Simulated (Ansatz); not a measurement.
Crystal: NaLaMnMoO6.

```xyz
10
Lattice="-2.7229 2.7229 3.8989 2.7229 -2.7229 3.8989 2.7229 2.7229 -3.8989" Properties=species:S:1:pos:R:3 pbc="T T T"
Na    2.7229    0.0000    1.9494
La    0.0000    2.7229    1.9494
Mn    0.0000    0.0000    3.8989
Mo    0.0000    0.0000    0.0000
O     1.6123    1.1308    0.0001
O     1.5921   -1.1106    3.8988
O     1.1106    1.5921    3.8990
O     1.1308    3.8336   -0.0001
O     0.0000    0.0000    1.9646
O     0.0000    0.0000    5.8332
```

The cell was built by a generator and needn't be a form met in nature.

Base run:

| Property | Result |
| --- | --- |
| Program | Ansatz 0.2.0 |
| Functional | PBE |
| Potentials or basis | all-electron LAPW, scalar-relativistic |
| Cutoff | 404 eV |
| Density cutoff | 1615 eV |
| Basis error allowed | 0.002 eV/atom |
| k mesh | 7 × 7 × 7 |
| Occupations | fermi-dirac, width 0.05 eV |
| Spin | collinear spin, ferromagnetic start |
| Starting moments | [0.0, 0.0, 4.0, 1.0, 0.0, 0.0, 0.0, 0.0, 0.0, 0.0] μB |

Its results: pressure 0.3 GPa; net moment 1.96 μB per cell; site moments Na +0.00; La -0.01; Mn +2.43; Mo -0.50; O +0.01 μB; largest force 0.071 eV/Å.

Problem. The run is repeated on the same cell with these changes: k mesh from 7 × 7 × 7 to 4 × 4 × 4. What comes out?

Solution. Pressure -0.7 GPa; net moment 1.51 μB per cell; site moments Na +0.00; La -0.02; Mn +2.15; Mo -0.59; O +0.01, +0.00 μB; largest force 0.141 eV/Å.

Caveats: some runs use coarse meshes; a cell with one magnetic atom can't hold antiferromagnetic order, which such compounds often take; the k mesh is thin for a metal, which can move the energy by tens of meV per atom (some runs).

Not every run made on this cell is shown here.
